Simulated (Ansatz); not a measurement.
HfB:

```
Hf B
1.0
     0.00000    2.31000    2.31000
     2.31000    0.00000    2.31000
     2.31000    2.31000    0.00000
Hf B
1 1
Direct
  0.50000 0.50000 0.50000
  0.00000 0.00000 0.00000
```

Below is the output of Ansatz 0.2.0 for this cell. Logs are shortened: lines on timing, memory, paths and dates and some standing lists are left out, and cuts for length are marked.

```text
Warning: RAYON_NUM_THREADS=1 ignored (pool sized by the plan → 1); use --threads N
The last accepted step is kept in <dir> (removed where the run ends without a failure and the disk answers)
LAPW: plane waves up to 8.902 Å⁻¹, error target 1.0e-3 eV per atom; small_component_spin mean_spin; B in spheres of 0.871 Å, 5 of its electrons in bands, Dirac shells []; Hf in spheres of 1.370 Å, 42 of its electrons in bands, Dirac shells [] (how accurate: hamiltonian.pseudopotentials.lapw.basis_error, Limitations)
Engine: ansatz 0.2.0, aarch64-unknown-linux-gnu
Pseudopotentials: kind: all_electron
Pseudopotential: Hf, LAPW, valence charge 42, lapw/all_electron/scalar/gaussian/Hf, Koelling and Harmon's equation, gaussian nucleus
Pseudopotential: B, LAPW, valence charge 5, lapw/all_electron/scalar/gaussian/B, Koelling and Harmon's equation, gaussian nucleus
Functional definition: PBEsol
  exchange = pbesol_x
  correlation = pbesol_c
Crystal: 2 atoms, lattice volume = 24.653 Å³
Basis set: ecut = 301.9511015118183 eV, 283 PW (Γ), exchange–correlation at level 2
Bands: 29, of which v1, the nominal top of the filled ones, is band 24 counted from 1 (23 counted from 0)
Symmetry: 48 space group operations
Space group: Fm-3m (ITA 225), of the structure as read, at distance tolerance 2.9e-5 Å
k-points: 47 of 1000
Non-local potential: Hf, projectors of the file, none
Non-local potential: B, projectors of the file, none
Initial density: superposition of atomic densities (chi_scale 0.1, normalization cell, long waves kept (reshape's long-wave potential 0.00 eV rms))
Initial wavefunctions: plane waves of lowest kinetic energy (no species holds an atomic orbital)
Functional: x = pbesol(κ = 0.804, μ = 0.12345679012345678), c = pbesol(β = 0.046)
iter 1 solved again at ethr=4.58e-3 eV; its pass at ethr=1.00e-1 eV (dr2=2.15e0 eV) is discarded
SCF iter   1: F=—  HF=-410801.460149 eV  |F-HF|=—  |Δ(HF+E_count)|=         —  Δρ=7.84e-2  dr2=2.15e0  ethr=4.58e-3  ⟨swp⟩=2.0  Hψ=8268  notcnv=0
preconditioner: auto → none  [insulator: Δε(μ)=0.180 eV  Ē_g=18.028 eV  σ=0.050 eV  W_gap=0.70  n_scr=14 (ndim 8)  ℏωp=38.9 eV  f_vac=0.000  D(μ)=0.70/eV (n_scr^D=0)  ε∞_Penn≈5.6]
iter 2 solved again at ethr=2.22e-4 eV; its pass at ethr=4.58e-3 eV (dr2=1.04e-1 eV) is discarded
[... 49 lines left out ...]
SCF iter   2: F=-410800.458858 eV  HF=-410800.458858 eV  |F-HF|=2.56e-8  |Δ(HF+E_count)|=   2.92e-8  Δρ=6.60e-6  dr2=1.02e-8  ethr=2.98e-11  ⟨swp⟩=2.0  Hψ=3920  notcnv=0
SCF 5 converged in 2 iterations: F = -410800.458858 eV  dr2 = 1.02e-8
relax step   5: F+E_penalty+E_count = -410800.45885786 eV  Δ(F+E_penalty+E_count) = -2.534e-7 eV  max|allowed force component| = 9.138e-30 eV/Å  Δτ_max = 0.0000 Å  P = +29.994 GPa  Ω = 24.052 Å³  stress off target by 6.06e-3 GPa  SCF on the basis re-selected at this cell (its energy is not comparable with the rows above)  (2 SCF iters)
basis re-selected at this cell: Δ(F+E_penalty+E_count) = -2.534e-7 eV, ΔP = -0.001 GPa vs the last step (what re-selecting the basis moved, after the strain that the cell walked since its last selection, with what the two solves' SCF thresholds leave and, on support functions, any second-order correction that the steps lacked; it is no measure of the basis error at this ecutwfc). This SCF's stress stands 6.06e-3 GPa from its target on what of the cell is left free (relax.cell.stress_tol is 5.00e-2 GPa) and its largest allowed force component is 9.14e-30 eV/Å (relax.f_tol is 1.00e-2 eV/Å): within both
SCF converged after 2 iterations
Free energy (F): -410800.458858 eV
Harris-Foulkes:  -410800.458858 eV  (|F-HF|=2.56e-8)
Internal energy: -410800.449735 eV  (E = F + TS)
E sigma→0 (E₀):  -410800.454296 eV
Entropy (-TS):   -0.009123 eV (-4.561 meV/atom)
Fermi energy:    20.428868 eV
--- Per-component energies (eV) ---
  E_band       = -4040.969586
  E_kinetic    = 456985.828216
  E_xc         = -8401.636172
  E_electrostatic = -859384.641779  (all electrons and nuclei)
  E_smearing   = -0.009123  (= −TS)
  E_closure    = 0.000000  (closes the sum)
  E_atoms      = -410784.893067  (free atoms, spherical and without spin; not in F)
  Σ components = -410800.458858   (vs F -410800.458858, Δ=0.00e0)
  Basis errors (estimates in eV, not in F): energy 4.4e-4 per atom: plane waves 4.0e-4 (2.2e-4 summed), levels above the bands 4.6e-40, relativity 2.9e-8, radial functions 3.1e-5, core shells 1.4e-7; eigenvalues (radial functions only) 1.9e-6; not estimated: angular momenta, meshes, grids; target (lapw.basis_error) 1.0e-3; muffin-tin radii B 0.864 Å, Hf 1.358 Å
--- Forces (eV/Å), atoms counted from 1 ---
  atom   1  Hf     0.00000000    -0.00000000     0.00000000
  atom   2  B     -0.00000000     0.00000000     0.00000000
  max |Σ_I F_I| component: 1.43e-29 eV/Å
--- Stress (GPa, compression-positive) ---
       29.993937       0.000000      -0.000000
        0.000000      29.993937       0.000000
       -0.000000       0.000000      29.993937
  P = ⅓ Tr σ = 29.9939 GPa (299.939 kbar)
--- Relaxed structure (4 steps of the walk, 4 accepted, 1 SCFs on fresh bases) ---
  F+E_penalty+E_count = -410800.45885786 eV   max|allowed force component| = 9.138e-30 eV/Å   (the final SCF, on the basis selected at the relaxed cell)
  cell:  # Å, volume = 24.0521 Å³
    - [1.5923037602798717e-33, 2.291084663869168, 2.291084663869168]
    - [2.291084663869168, 2.5476860164477955e-34, 2.291084663869168]
    - [2.291084663869168, 2.291084663869168, -4.203681927138863e-34]
  atoms:
    - { symbol: Hf, position: [0.49999999999999994, 0.49999999999999994, 0.49999999999999994] }
    - { symbol: B, position: [1.0855936284657274e-36, -1.4112717170050442e-36, -5.319408779479926e-36] }
```

What input gives this log?

Relaxation of cell and atoms with PBEsol, no spin polarisation. The files as run (others can give the same):

input.yaml
```yaml
crystal:
  lattice:
    - [0.0, 2.31, 2.31]
    - [2.31, 0.0, 2.31]
    - [2.31, 2.31, 0.0]
  atoms:
    - { symbol: Hf, position: [0.5, 0.5, 0.5] }
    - { symbol: B, position: [0.0, 0.0, 0.0] }
kpoints:
  mp_grid: { grid: [10, 10, 10] }
scf:
  occupations: { method: fermi_dirac, width: 0.05 }
hamiltonian:
  xc: pbesol
  pseudopotentials: { kind: all_electron, lapw: { basis_error: 0.001 } }
output:
  forces: true
  stress: true
relax:
  f_tol: 0.01
  max_steps: 60
  cell: { p_target: 30 }
```

Potentials or basis: all-electron LAPW, scalar-relativistic.
Command:
```console
$ ansatz run input.yaml --threads 1 --pin off --max-ram 3072MiB --backend cpu --events-out ev --progress --plain --runs-dir out
```
